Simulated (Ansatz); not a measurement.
# Li (distorted cell): a check of forces and pressure against finite differences

Program: Ansatz 0.2.0, Python API.

Typed at the interpreter:
```pycon
>>> import ansatz as az
>>> import numpy as np
>>> VECTORS = np.array([
...     [4.91953, -0.01406, 0.05227],
...     [-2.47194, 4.33883, -0.01103],
...     [0.03051, 0.01018, 2.84981],
... ])
>>> SITES = [
...     ("Li", [0.9952, 0.99296, 0.98786]),
...     ("Li", [0.66001, 1 / 3, 0.48083]),
...     ("Li", [0.328, 0.65203, 0.49628]),
... ]
>>> def make_crystal(cell):
...     crystal = az.Crystal(lattice=az.Lattice.of(cell))
...     for symbol, position in SITES:
...         crystal = crystal.atom(symbol, position)
...     return crystal
...
>>> def solve(crystal):
...     return (
...         crystal.calculation()
...         .initial_density(normalization="cell")
...         .functional("pbesol", dispersion="D3(BJ)")
...         .occupations(az.OccupationsMethod.COLD)
...         .basis(540, xc_grid=2)
...         .kpoints(5, 5, 7)
...         .scf(tolerance=1e-09)
...         .forces()
...         .stress()
...         .run(threads=1)
...     ).report
...
>>> centre = solve(make_crystal(VECTORS))
DeckWarning: output.stress: scf.convergence.dr2_threshold = 1e-9 eV is looser than the 3e-10 eV advised for a printed stress (1e-10 eV for each atom of the cell: 3). What an SCF threshold leaves in a stress goes as its square root, and in the free energy as [...]
>>> start = make_crystal(VECTORS)
>>> # central difference: F = -(E(+h) - E(-h)) / 2h
>>> print(f"force on atom 0 along x: analytic {centre['forces_ev_ang'][0][0]:.4f} eV/A")
force on atom 0 along x: analytic -0.0058 eV/A
>>> for h in (0.005, 0.02):
...     shift = np.eye(3)[0] * h @ np.linalg.inv(VECTORS)
...     plus, minus = (solve(start.move(0, to=np.array(SITES[0][1]) + sign * shift))["lagrangian_ev"] for sign in (1, -1))
...     print(f"  step {h} A: numerical {-(plus - minus) / (2 * h):.4f} eV/A")
...
  step 0.005 A: numerical -0.0058 eV/A
  step 0.02 A: numerical -0.0058 eV/A
>>> # P = -dF/dV; the difference feels the change of the plane-wave count with the cell
>>> volume = abs(np.linalg.det(VECTORS))
>>> larger, smaller = (solve(make_crystal(VECTORS * (1 + sign * 0.005) ** (1 / 3)))["lagrangian_ev"] for sign in (1, -1))
>>> numerical = -(larger - smaller) / (0.01 * volume) * 160.21766
>>> print(f"pressure: analytic {np.trace(centre['stress_gpa']) / 3:.3f}, numerical {numerical:.3f} GPa")
pressure: analytic -1.221, numerical -1.221 GPa
```

Reading the output:
- The settings weren't tested for convergence.
- Dispersion corrections can be off by several per cent in the lattices of metals, and by several GPa in the pressure at a fixed cell.
- The mesh is modest for a metal, so energies can be off by several to tens of meV an atom and pressures by half a GPa or more; differences at equal mesh fare better.
- Pressure is positive in compression.
- The cell is a database structure, distorted on purpose.
- Warnings are shown shortened and without file and line.
- The central difference errs as the square of the step, so the shorter step is the fairer test; what remains comes from the finite grid and the SCF threshold.
- Timing: 40 s on 1 thread of Arm Neoverse V2 (shared host), peak memory 0.43 GiB.
